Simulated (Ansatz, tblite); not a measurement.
**Si26H36 off disc (Si25PH36): one state, many levels**

An exercise on one series of results from a longer session: the logs are not shown, and one member is left open.

Computed with Ansatz 0.2.0, Gaussian basis. Level: as each input shows.

Levels to be run: GFN1-xTB, GFN2-xTB, PBE-D4/def2-SVP, r2SCAN-D4/def2-SVP, HF/def2-SVP, r2SCAN-D4/def2-mTZVP, HF/STO-3G, MP2/def2-SVP.

2 further runs of the same task are left out: 2 set aside as unsound or not needed.

## The structure

The doublet was relaxed beforehand with PBE-D4/def2-SVP.

62 atoms, charge 0, spin multiplicity 2.

Bond lengths: P1–Si21 2.280 Å, P1–Si25 2.290 Å, P1–H39 1.442 Å, Si2–Si14 2.356 Å, Si2–Si16 2.354 Å, Si2–H27 1.510 Å, Si2–H28 1.508 Å, Si3–Si15 2.362 Å, Si3–Si16 2.354 Å, Si3–Si17 2.340 Å, Si3–H29 1.511 Å, Si4–Si14 2.355 Å, Si4–Si19 2.355 Å, Si4–H30 1.510 Å, Si4–H31 1.505 Å, Si5–Si18 2.359 Å, Si5–Si19 2.353 Å, Si5–Si20 2.355 Å and more. Angles: Si21–P1–Si25 98.1°, Si21–P1–H39 101.2°, Si25–P1–H39 95.5°, Si14–Si2–Si16 108.5°, Si14–Si2–H27 108.6°, Si14–Si2–H28 109.7°, Si16–Si2–H27 112.0°, Si16–Si2–H28 109.9°, H27–Si2–H28 108.1°, Si15–Si3–Si16 106.4°, Si15–Si3–Si17 115.6°, Si15–Si3–H29 110.3°, Si16–Si3–Si17 104.0°, Si16–Si3–H29 111.3°, Si17–Si3–H29 109.0°, Si14–Si4–Si19 111.1°, Si14–Si4–H30 107.4°, Si14–Si4–H31 110.7° and more.

PBE0-D4/def2-SVP was run before; its log isn't repeated, and its numbers join the tables.

The first run:

Tight binding, by tblite at 300 K electronic temperature and without a spin-polarisation term:

```python
tblite.interface.Calculator('GFN1-xTB', numbers, positions, charge=0, uhf=1).singlepoint()
```

Tight binding, by tblite at 300 K electronic temperature and without a spin-polarisation term:

```python
tblite.interface.Calculator('GFN2-xTB', numbers, positions, charge=0, uhf=1).singlepoint()
```

start.molden holds the orbitals of an earlier run on this state, given as this run's starting guess.

in.yaml reads:

```yaml
crystal:
  periodic: [false, false, false]
  atoms:
    - {symbol: P, position_ang: [-1.323743, 3.496612, -0.807615]}
    - {symbol: Si, position_ang: [-4.447690, -1.605107, 1.702323]}
    - {symbol: Si, position_ang: [-4.346664, 1.315968, -0.607270]}
    - {symbol: Si, position_ang: [-1.706115, -4.333022, 1.631320]}
    - {symbol: Si, position_ang: [1.264421, -3.947529, -0.849135]}
    - {symbol: Si, position_ang: [1.354390, -1.267366, -3.549875]}
    - {symbol: Si, position_ang: [-1.386540, -1.153377, -0.771529]}
    - {symbol: Si, position_ang: [-1.334107, 1.441615, 2.068484]}
    - {symbol: Si, position_ang: [1.283923, -1.227464, 1.914059]}
    - {symbol: Si, position_ang: [1.496654, 1.373413, -0.837149]}
    - {symbol: Si, position_ang: [1.703529, 4.452664, 1.484706]}
    - {symbol: Si, position_ang: [4.081303, -1.421830, -0.724919]}
    - {symbol: Si, position_ang: [4.482482, 1.683990, 1.712719]}
    - {symbol: Si, position_ang: [-2.793427, -2.651796, 0.392264]}
    - {symbol: Si, position_ang: [-2.869873, 0.159637, -2.043098]}
    - {symbol: Si, position_ang: [-5.804445, -0.299452, 0.289857]}
    - {symbol: Si, position_ang: [-3.363309, 2.298586, 1.275585]}
    - {symbol: Si, position_ang: [-0.074905, -2.522628, -2.167992]}
    - {symbol: Si, position_ang: [-0.112954, -5.460395, 0.312938]}
    - {symbol: Si, position_ang: [2.602340, -2.672344, 0.610222]}
    - {symbol: Si, position_ang: [0.356293, 2.885634, -2.223535]}
    - {symbol: Si, position_ang: [2.811504, -0.055791, -2.157398]}
    - {symbol: Si, position_ang: [-0.001627, 0.200752, 0.556251]}
    - {symbol: Si, position_ang: [2.942035, 2.810102, 0.335719]}
    - {symbol: Si, position_ang: [-0.217630, 5.167077, 0.300876]}
    - {symbol: Si, position_ang: [5.547428, -0.042655, 0.505620]}
    - {symbol: H, position_ang: [-5.239186, -2.671322, 2.420926]}
    - {symbol: H, position_ang: [-3.793809, -0.727245, 2.739031]}
    - {symbol: H, position_ang: [-5.105273, 2.373336, -1.375826]}
    - {symbol: H, position_ang: [-2.760846, -5.317736, 2.077055]}
    - {symbol: H, position_ang: [-1.067393, -3.755296, 2.865318]}
    - {symbol: H, position_ang: [2.189891, -4.721339, -1.762115]}
    - {symbol: H, position_ang: [2.128702, -2.191265, -4.457723]}
    - {symbol: H, position_ang: [0.570909, -0.303959, -4.407835]}
    - {symbol: H, position_ang: [-1.585775, 0.485859, 3.210782]}
    - {symbol: H, position_ang: [-0.522913, 2.584292, 2.628488]}
    - {symbol: H, position_ang: [0.354704, -2.024070, 2.792947]}
    - {symbol: H, position_ang: [2.173139, -0.411552, 2.817773]}
    - {symbol: H, position_ang: [-2.094278, 4.375743, -1.651302]}
    - {symbol: H, position_ang: [1.309832, 3.946534, 2.846195]}
    - {symbol: H, position_ang: [2.563281, 5.679043, 1.680796]}
    - {symbol: H, position_ang: [4.913191, -2.383306, -1.543443]}
    - {symbol: H, position_ang: [3.784555, 1.141435, 2.930124]}
    - {symbol: H, position_ang: [5.532576, 2.664198, 2.177611]}
    - {symbol: H, position_ang: [-3.524563, -3.374280, -0.720166]}
    - {symbol: H, position_ang: [-3.684554, -0.780269, -2.899479]}
    - {symbol: H, position_ang: [-2.132694, 1.093227, -2.966694]}
    - {symbol: H, position_ang: [-6.398017, -1.187550, -0.776065]}
    - {symbol: H, position_ang: [-6.926986, 0.352783, 1.057500]}
    - {symbol: H, position_ang: [-3.417987, 3.809437, 1.283279]}
    - {symbol: H, position_ang: [-1.005933, -3.366833, -3.008418]}
    - {symbol: H, position_ang: [-0.861828, -6.291410, -0.700901]}
    - {symbol: H, position_ang: [0.722038, -6.391606, 1.158294]}
    - {symbol: H, position_ang: [3.397439, -3.599354, 1.501557]}
    - {symbol: H, position_ang: [-0.244497, 2.262615, -3.452772]}
    - {symbol: H, position_ang: [1.262977, 4.019030, -2.642174]}
    - {symbol: H, position_ang: [3.734418, 0.820381, -2.974618]}
    - {symbol: H, position_ang: [3.732412, 3.519543, -0.741435]}
    - {symbol: H, position_ang: [-1.216191, 5.772445, 1.257334]}
    - {symbol: H, position_ang: [0.204519, 6.232772, -0.681087]}
    - {symbol: H, position_ang: [6.383891, -0.881111, 1.441636]}
    - {symbol: H, position_ang: [6.480950, 0.621532, -0.478084]}
basis:
  gaussian: {orbitals: def2-SVP, fitting: {mean_field: def2-universal-jkfit}, initial_orbitals: start.molden}
magnetization: {spin_polarized: true, initial_magnetization: 1}
hamiltonian: {xc: pbe, dispersion: d4}
scf: {omitted_lower_state_checks: [starts]}
output: {forces: true, orbitals: {seedname: orbitals}}
```

Command:

```console
$ ansatz run in.yaml --threads 4 --pin off --events-out ev --progress --plain --max-ram 46080MiB --backend cuda --devices 0, --max-vram 37GiB
```

Steps of the session up to this table: PBE-D4/def2-SVP; r2SCAN-D4/def2-SVP; HF/def2-SVP; r2SCAN-D4/def2-mTZVP; HF/STO-3G; MP2/def2-SVP.

One of the session's tables, all rows but one given; the rest of the session is left out.

It belongs to the step «Binding energy». 

| level | binding an atom (eV) |
| --- | --- |
| HF/STO-3G | 3.597 |
| HF/def2-SVP | 2.349 |
| PBE-D4/def2-SVP | 3.242 |
| r2SCAN-D4/def2-SVP | 3.246 |
| r2SCAN-D4/def2-mTZVP | 3.191 |
| PBE0-D4/def2-SVP | 3.236 |
| MP2/def2-SVP | ? |

Q: Estimate the row for MP2/def2-SVP from the others.

As computed: binding an atom (eV): 2.974. In the column «binding an atom (eV)» it lies between HF/def2-SVP (2.349) and r2SCAN-D4/def2-mTZVP (3.191).

To keep in mind: Free atoms were run apart at each level; binding is atoms less cluster, divided by the number of atoms, without zero-point or spin-orbit terms.
